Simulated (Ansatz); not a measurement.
# CoC6N6: the cost of one run

Computed with Ansatz 0.2.0 (DFT PBE+D3(BJ), scalar-relativistic, plane waves, PAW, unless a step's input says otherwise).

## (1) The structure to begin with

The structure is trigonal, space group P-31m (No. 162). Conventional cell: a = 6.814 Å, b = 6.814 Å, c = 6.026 Å, α = 90.00°, β = 90.00°, γ = 120.00°. Co (site symmetry -3m) is surrounded by 6 C at 1.88 Å. Around C (site symmetry m) lie 1 N at 1.18 Å. N (site symmetry m) has 1 C at 1.18 Å as nearest neighbours.

Coordinates:

```
CELL_PARAMETERS angstrom
6.81428 0.00000 0.00000
-3.40714 5.90134 0.00000
0.00000 0.00000 6.02554
ATOMIC_POSITIONS crystal
Co 0.00000 0.00000 0.00000
C 0.00000 0.21832 0.81045
C 0.21832 0.00000 0.81045
C 0.78168 0.78168 0.81045
C 0.00000 0.78168 0.18955
C 0.78168 0.00000 0.18955
C 0.21832 0.21832 0.18955
N 0.00000 0.36088 0.69895
N 0.36088 0.00000 0.69895
N 0.63912 0.63912 0.69895
N 0.00000 0.63912 0.30106
N 0.63912 0.00000 0.30106
N 0.36088 0.36088 0.30106
```

The structure comes from the Materials Project (structure only).

(A quick probe on a coarse mesh, which set the mesh and smearing, is not shown.)

## (3) The relaxation

input.yaml reads:

```yaml
crystal:
  lattice:
    - [6.8142839544, 0.0, 0.0]
    - [-3.4071419772, 5.9013430132, 0.0]
    - [0.0, 0.0, 6.025542]
  atoms:
    - { symbol: Co, position: [0.0, 0.0, 0.0], spin: 0.95 }
    - { symbol: C, position: [0.0, 0.218316, 0.810453] }
    - { symbol: C, position: [0.218316, 0.0, 0.810453] }
    - { symbol: C, position: [0.781684, 0.781684, 0.810453] }
    - { symbol: C, position: [0.0, 0.781684, 0.189547] }
    - { symbol: C, position: [0.781684, 0.0, 0.189547] }
    - { symbol: C, position: [0.218316, 0.218316, 0.189547] }
    - { symbol: "N", position: [0.0, 0.360884, 0.698945], spin: 0.11 }
    - { symbol: "N", position: [0.360884, 0.0, 0.698945], spin: 0.11 }
    - { symbol: "N", position: [0.639116, 0.639116, 0.698945], spin: 0.11 }
    - { symbol: "N", position: [0.0, 0.639116, 0.301055], spin: 0.11 }
    - { symbol: "N", position: [0.639116, 0.0, 0.301055], spin: 0.11 }
    - { symbol: "N", position: [0.360884, 0.360884, 0.301055], spin: 0.11 }
basis:
  ecutwfc: 420
kpoints:
  mp_grid: { grid: [6, 6, 6] }
hamiltonian:
  xc: pbe
  dispersion: d3bj
scf:
  occupations: { method: gaussian, width: 0.1 }
output:
  forces: true
  stress: true
  eigenvalues: true
  populations: true
magnetization:
  spin_polarized: true
relax:
  adjacent_minimum: "off"
  f_tol: 0.005
  max_steps: 80
  cell: { stress_tol: 0.05 }
```

Run with:

```sh
ansatz run input.yaml --threads 4 --pin off --max-ram 9216MiB --backend cpu --events-out ev --progress --plain --runs-dir out
```

**Question.** How long does this run take on 4 threads of Arm Neoverse V2, shared host, and how much memory does it need?

About 5.6 min, with a peak of 1.1 GiB.
